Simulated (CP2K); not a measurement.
# One shape, several levels: SiBrCl3 (bromotrichlorosilane)

Wanted: a comparison of 3 runs (AM1, GFN1-xTB, PM6) of SiBrCl3 (bromotrichlorosilane). 

The results are computed with CP2K 2026.2.

12 further runs of the same task are left out: 10 that didn't finish, 2 set aside as unsound or not needed.

### Step 1. The system as given

SiBrCl3: 5 atoms, total charge 0, spin state singlet. SMILES: `Cl[Si](Cl)(Cl)Br`. The Si2–Cl3 distance was set to 4.451 Å, away from the relaxed value. At this shape a bond of the SMILES string is far longer than usual.

Bond lengths: Cl1–Si2 2.023 Å, Si2–Cl4 2.023 Å, Si2–Br5 2.188 Å. Angles: Cl1–Si2–Cl4 109.3°, Cl1–Si2–Br5 109.7°, Cl4–Si2–Br5 109.7°.

### Step 2. A single-point energy at AM1 (run 1)

qs.inp

```
&global
    project qs
    run_type ENERGY
    print_level MEDIUM
&end global

&force_eval
    method QS
    &dft
        &qs
            method AM1
            eps_default 1.0E-10
            &se
                &coulomb
                    cutoff [angstrom] 50
                    rc_range [angstrom] 0
                &end coulomb
                &exchange
                    cutoff [angstrom] 50
                    rc_range [angstrom] 0
                &end exchange
            &end se
        &end qs
        &poisson
            periodic NONE
            poisson_solver ANALYTIC
        &end poisson
        &scf
            scf_guess ATOMIC
            eps_scf 1.0E-07
            max_scf 80
            added_mos 4
            &diagonalization
                algorithm STANDARD
            &end diagonalization
            &mixing
                method DIRECT_P_MIXING
                alpha 0.4
            &end mixing
        &end scf
        &print
            &moments
                periodic F
                reference COM
                max_moment 1
            &end moments
            &mo ON
                energies T
                occupation_numbers T
                ndigits 6
                &each
                    qs_scf 0
                &end each
                add_last NUMERIC
            &end mo
            &hirshfeld OFF
            &end hirshfeld
        &end print
    &end dft
    &subsys
        &cell
            abc 15 14.6 13.2
            periodic NONE
        &end cell
        &coord
            UNIT bohr
            Cl    -5.4375320     2.1184170     3.5693147
            Si    -3.8193595     2.4493080     0.1209425
            Cl     3.1945820    -2.1886808    -0.1118718
            Cl    -6.2554054     1.1886717    -2.5428155
            Br    -2.8915040     6.4120637    -0.6060352
        &end coord
        &topology
            &center_coordinates
            &end center_coordinates
        &end topology
    &end subsys
&end force_eval
```

Started as:

```
$ OMP_NUM_THREADS=1 cp2k.psmp qs.inp > qs.out
```

Output:

```text
CP2K| version string:                                       CP2K version 2026.2
[...]
 GLOBAL| Method name                                                        CP2K
[...]
 GLOBAL| Run type                                                         ENERGY
[...]
                             - Atoms:                                          5
[...]
                             - Spherical basis functions:                     20
[...]
 Number of electrons:                                                         32
[...]
     1 P_Mix/Diag. 0.40E+00    0.0     0.75865253       -54.8380146091 -5.48E+01
[...]
    33 DIIS/Diag.  0.60E-07    0.0     0.00000007       -57.2692524865 -1.07E-13
  *** SCF run converged in    33 steps ***
  Core-core repulsion energy [eV]:                           1579.73351282076646
  Core Hamiltonian energy [eV]:                             -2590.58186324568806
  Two-electron integral energy [eV]:                        -1095.05452432672223
  Electronic energy [eV]:                                   -3138.10912540904883
  Total energy [eV]:                                        -1558.37561258828259
  Atomic reference energy [eV]:                              1557.54241078849395
  Heat of formation [kcal/mol]:                               -19.21409147997753
[...]
 SE_DIPOLE| Moment [Debye]          6.72962505      -4.33015279      -0.24156222
 SE_DIPOLE| Derivative [a.u.]       0.00000000       0.00000000       0.00000000
 ENERGY| Total FORCE_EVAL ( QS ) energy [hartree]            -57.269252486503305
[...]
```

Wall time 0.22 s (1 thread of Arm Neoverse V2, shared host).

### Step 3. The energy at GFN1-xTB (run 2)

gas.inp

```
&GLOBAL
    PROJECT_NAME gas
    RUN_TYPE ENERGY
    PRINT_LEVEL MEDIUM
&END

&FORCE_EVAL
    METHOD QS
    &DFT
        CHARGE 0
        MULTIPLICITY 1
        &QS
            METHOD XTB
            EPS_DEFAULT 1.0E-10
            &XTB
                GFN_TYPE TBLITE
                &TBLITE
                    METHOD GFN1
                &END
                CHECK_ATOMIC_CHARGES F
            &END
        &END
        &POISSON
            PERIODIC NONE
            POISSON_SOLVER ANALYTIC
        &END
        &SCF
            SCF_GUESS ATOMIC
            EPS_SCF 1.0E-07
            MAX_SCF 150
            ADDED_MOS 4
            &DIAGONALIZATION
                ALGORITHM STANDARD
            &END
            &MIXING
                METHOD DIRECT_P_MIXING
                ALPHA 0.4
            &END
            &SMEAR ON
                METHOD FERMI_DIRAC
                ELECTRONIC_TEMPERATURE [K] 300
            &END
        &END
        &PRINT
            &MOMENTS
                PERIODIC F
                REFERENCE COM
                MAX_MOMENT 1
            &END
            &MO ON
                ENERGIES T
                OCCUPATION_NUMBERS T
                NDIGITS 6
                &EACH
                    QS_SCF 0
                &END
                ADD_LAST NUMERIC
            &END
            &HIRSHFELD OFF
            &END
        &END
    &END
    &SUBSYS
        &CELL
            ABC [angstrom] 13 12.6 11.2
            PERIODIC NONE
        &END
        &COORD
            Cl     4.432441     6.303559     7.217200
            Si     5.288741     6.478659     5.392400
            Cl     9.000359     4.024341     5.269200
            Cl     3.999641     5.811559     3.982800
            Br     5.779741     8.575659     5.007700
        &END
    &END
&END
```

Started as:

```
$ OMP_NUM_THREADS=1 cp2k.psmp -i gas.inp > gas.out 2>&1
```

Output:

```text
CP2K| version string:                                       CP2K version 2026.2
[...]
 GLOBAL| Method name                                                        CP2K
[...]
 GLOBAL| Run type                                                         ENERGY
[...]
                             - Atoms:                                          5
[...]
                             - Spherical basis functions:                     45
[...]
 Number of electrons:                                                         32
[...]
  *** SCF run converged in    29 steps ***
[...]
  Fermi energy:                                                -0.39501870166422
[...]
 TB_DIPOLE| Moment [Debye]        -10.36759793       6.54779439       0.39095130
 TB_DIPOLE| Derivative [a.u.]       0.00000000       0.00000000       0.00000000
[...]
 ENERGY| Total FORCE_EVAL ( QS ) energy [hartree]            -18.573167785573521
[...]
```

It took 0.22 s on 1 thread of Arm Neoverse V2, shared host.

### Step 4. A single-point energy at PM6 (run 3)

calc.inp

```
&FORCE_EVAL
 METHOD QUICKSTEP
 &DFT
  &QS
   METHOD PM6
   EPS_DEFAULT 1.0E-10
   &SE
    &COULOMB
     CUTOFF [angstrom] 50
     RC_RANGE [angstrom] 0
    &END COULOMB
    &EXCHANGE
     CUTOFF [angstrom] 50
     RC_RANGE [angstrom] 0
    &END EXCHANGE
   &END SE
  &END QS
  &POISSON
   PERIODIC NONE
   POISSON_SOLVER ANALYTIC
  &END POISSON
  &SCF
   SCF_GUESS ATOMIC
   EPS_SCF 1.0E-07
   MAX_SCF 40
   &OT
    MINIMIZER CG
    PRECONDITIONER FULL_SINGLE_INVERSE
   &END OT
   &OUTER_SCF
    EPS_SCF 1.0E-07
    MAX_SCF 10
   &END OUTER_SCF
  &END SCF
  &PRINT
   &MOMENTS
    PERIODIC F
    REFERENCE COM
    MAX_MOMENT 1
   &END MOMENTS
   &MO_CUBES
    NLUMO 3
    NHOMO -1
    WRITE_CUBE F
   &END MO_CUBES
   &HIRSHFELD OFF
   &END HIRSHFELD
  &END PRINT
 &END DFT
 &SUBSYS
  &CELL
   ABC 17 16.6 15.2
   PERIODIC NONE
  &END CELL
  &COORD
   UNIT bohr
   Cl    -5.4375320     2.1184170     3.5693147
   Si    -3.8193595     2.4493080     0.1209425
   Cl     3.1945820    -2.1886808    -0.1118718
   Cl    -6.2554054     1.1886717    -2.5428155
   Br    -2.8915040     6.4120637    -0.6060352
  &END COORD
  &TOPOLOGY
   &CENTER_COORDINATES
   &END CENTER_COORDINATES
  &END TOPOLOGY
 &END SUBSYS
&END FORCE_EVAL

&GLOBAL
 PROJECT_NAME calc
 RUN_TYPE ENERGY
 PRINT_LEVEL MEDIUM
&END GLOBAL
```

Started as:

```
$ OMP_NUM_THREADS=1 cp2k.psmp -i calc.inp -o calc.out
```

Output:

```text
CP2K| version string:                                       CP2K version 2026.2
[...]
 GLOBAL| Method name                                                        CP2K
[...]
 GLOBAL| Run type                                                         ENERGY
[...]
                             - Atoms:                                          5
[...]
                             - Spherical basis functions:                     45
[...]
 Number of electrons:                                                         32
[...]
     1 OT CG       0.80E-01    0.0     0.16849715       -37.1733104955 -3.72E+01
[...]
    18 OT CG       0.21E+00    0.0     0.00000008       -39.1206556229 -1.03E-12
  *** SCF run converged in    18 steps ***
  Core-core repulsion energy [eV]:                           1447.79407095689180
  Core Hamiltonian energy [eV]:                             -1686.32618169246712
  Two-electron integral energy [eV]:                        -1651.99013227711839
  Electronic energy [eV]:                                   -2512.32124783102608
  Total energy [eV]:                                        -1064.52717687413428
  Atomic reference energy [eV]:                              1063.74846928849388
  Heat of formation [kcal/mol]:                               -17.95742494848603
[...]
 SE_DIPOLE| Moment [Debye]         12.12737458      -8.57258881      -0.31830100
 SE_DIPOLE| Derivative [a.u.]       0.00000000       0.00000000       0.00000000
 *** WARNING in qs_scf_post_se.F:140 :: Printing of MO cube files not ***
 *** implemented for Semi-Empirical method.                           ***
 ENERGY| Total FORCE_EVAL ( QS ) energy [hartree]            -39.120655622872619
[...]
```

Wall time 0.62 s (1 thread of Arm Neoverse V2, shared host).

### Step 5. The series

| run | level | iteration cap | cell | energy (Eh) | dipole moment (D) | HOMO energy (eV) | LUMO energy (eV) | wall time |
| --- | --- | --- | --- | --- | --- | --- | --- | --- |
| 1 | AM1 | 80 | (15, 14.6, 13.2) | -57.269252 | 8.01 | -8.75 | -5.02 | 0.22 s |
| 2 | GFN1-xTB | 150 | (13, 12.6, 11.2) | -18.573168 | 12.27 | -10.89 | -10.63 | 0.22 s |
| 3 | PM6 | 40 | (17, 16.6, 15.2) | -39.120656 | 14.85 | – | – | 0.62 s |

### Step 6. Outcome

```
                quantity           value
     run 3: total energy    -39.12066 Eh
    run 3: dipole moment         14.85 D
run 3: heat of formation  -18.0 kcal/mol
```

The dipole moment (its size) runs from 8.01 D (AM1) to 14.85 D (PM6). Some of these are taken from atomic charges alone. In runs 1, 2, 3 a closed-shell determinant meets a far-stretched bond, which it describes badly. Force-field and semi-empirical energies have zeros of their own, so their totals don't compare. All runs together took 1.1 s, the longest 0.62 s.
